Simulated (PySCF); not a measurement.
# Br4Si: the cost of one run

Computed with PySCF 2.14.0, with density-fitted response routines of our own, on a single molecule in the gas phase. Atoms count from 0, in the outputs and in this text.

## Step 1: The molecule as given

5 atoms, charge 0, multiplicity 1; geometry from: GFN2-xTB. The atoms were then displaced at random by about 0.03 Å, so the start is not that level's minimum.

Bonds of the start (Å): Br0–Si1 2.20, Si1–Br2 2.24, Si1–Br3 2.32, Si1–Br4 2.19.

## Step 2: Geometry optimisation at PBE0-D3(BJ)/def2-SVP

The job: settings as JSON, then the geometry in Å.

```
{"job": {"xc": "PBE0", "basis": "def2-SVP", "d3": "d3bj", "grid": 1, "shake": 0.03, "kind": "geom"}, "charge": 0, "multiplicity": 1}
Br    -1.107890    -1.555810    -1.140430
Si    -0.012950    -0.012220    -0.014080
Br    -1.162320     1.904490     0.064320
Br     2.046510     0.338410    -1.014650
Br     0.328750    -0.779640     2.008350
```

Started as:

```
OMP_NUM_THREADS=1 python probes_run.py task.json out
```

The driver reads the jobs from task.json and runs them one after another.

Q: Estimate the wall time and peak memory of this first job on 1 thread of Intel Xeon Platinum 8488C, shared host.

About 2.4 min, with a peak of 0.81 GiB.
